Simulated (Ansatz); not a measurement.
# Ir: the cost of one run

Program: Ansatz 0.2.0. Level of theory: DFT LDA, scalar-relativistic, plane waves, PAW. These are calculated values, not measurements.

27 further runs of the same task are left out: 27 set aside as unsound or not needed.

## Step 1: The system as given

It takes space group Fm-3m (No. 225, cubic). The conventional cell has a = 3.811 Å, b = 3.811 Å, c = 3.811 Å, α = 90.00°, β = 90.00°, γ = 90.00°. Ir (site symmetry m-3m) is surrounded by 12 Ir at 2.69 Å.

Structure file:

```
Ir
1.0
     0.00000    1.90541    1.90541
     1.90541    0.00000    1.90541
     1.90541    1.90541    0.00000
Ir
1
Direct
  0.00000 0.00000 0.00000
```

This cell was relaxed beforehand with the same method: volume 13.84 Å³/atom, gap on the mesh none (metal).

## Step 2: What is varied

The energy is mapped over volume and the cell's shape.

The axes are (1) volume per atom: 7 values from 12.729 to 14.942 Å³; (2) c/a of the conventional cell: 9 values from 0.629 to 1.167.

Nothing else is relaxed (symmetry fixes all fractional coordinates). Energies count from the relaxed crystal. Points are written as (first, second).

## Step 3: The run at (12.729 Å³, 0.793)

input.yaml

```yaml
crystal:
  lattice:
    - [0.0, 2.0019836597, 1.5879734389]
    - [2.0019836597, 0.0, 1.5879734389]
    - [2.0019836597, 2.0019836597, 0.0]
  atoms:
    - { symbol: Ir, position: [0.0, 0.0, 0.0] }
basis:
  ecutwfc: 420
kpoints:
  mp_grid: { grid: [22, 22, 22] }
hamiltonian:
  xc: lda
  pseudopotentials: { kind: paw, azcp: { folder: soft_1 } }
scf:
  occupations: { method: gaussian, width: 0.15 }
output:
  forces: true
  stress: true
  eigenvalues: true
```

Launch:

```console
$ ansatz run input.yaml --threads 1 --pin off --max-ram 2048MiB --backend cpu --events-out ev --progress --plain --runs-dir out
```

**Question.** How long does this run take on 1 thread of Intel Xeon Platinum 8223CL at 3.00GHz (Skylake/Cascade Lake), shared host, and how much memory does it need?

About 7.4 s, with a peak of 0.45 GiB.
